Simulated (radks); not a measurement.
**Fractional charge and spin in the 6s shell of tantalum**

The task here is to estimate one member of a computed series from the others.

Program: radks (a radial shooting solver on a logarithmic mesh, Libxc functionals) version 1. Level of theory: scalar-relativistic Kohn-Sham, PBE, spin-polarised, spherical densities, finite nucleus. These are calculated values, not measurements, unless marked.

## Starting point

| Quantity | Value |
| --- | --- |
| element | tantalum (Z = 73) |
| configuration | [Xe] 4f14 5d(up 1.5, down 1.5) 6s(up 1, down 1) |
| nuclear rms radius | 5.3507 fm |

A shell typed twice in an input gives spin up, then spin down.

Set-up of the first run:

The run's settings:

```text
Z 73
configuration [Xe] 4f14 5d1.5 5d1.5 6s1 6s1
relativity scalar-relativistic
functional pbe,pbe
spin polarised
nucleus finite rms 5.3507 fm
c 137.035999084
```

Steps of the session up to this table: 6s: up 1, down 1.

One table of the session follows, with a row left open; its other results are not shown here.

From the orbitals of this run (lengths in bohr):

```
level     <r>  outermost maximum (interpolated)  90 % within  nodes
   4s  0.4588                             0.429        0.659      3
   4p  0.4877                             0.450        0.709      2
   4d  0.5231                             0.461        0.785      1
   5s   1.100                             0.988         1.58      4
   5p   1.294                              1.12         1.90      3
   4f  0.6394                             0.441         1.07      0
   6s       ?                                 ?            ?      ?
   5d   2.257                              1.58         3.70      2
```

**Question.** Estimate the row for 6s.

As computed: <r>: 3.300; outermost maximum (interpolated): 2.77; 90 % within: 4.91; nodes: 5. In the column «<r>» it is the highest.
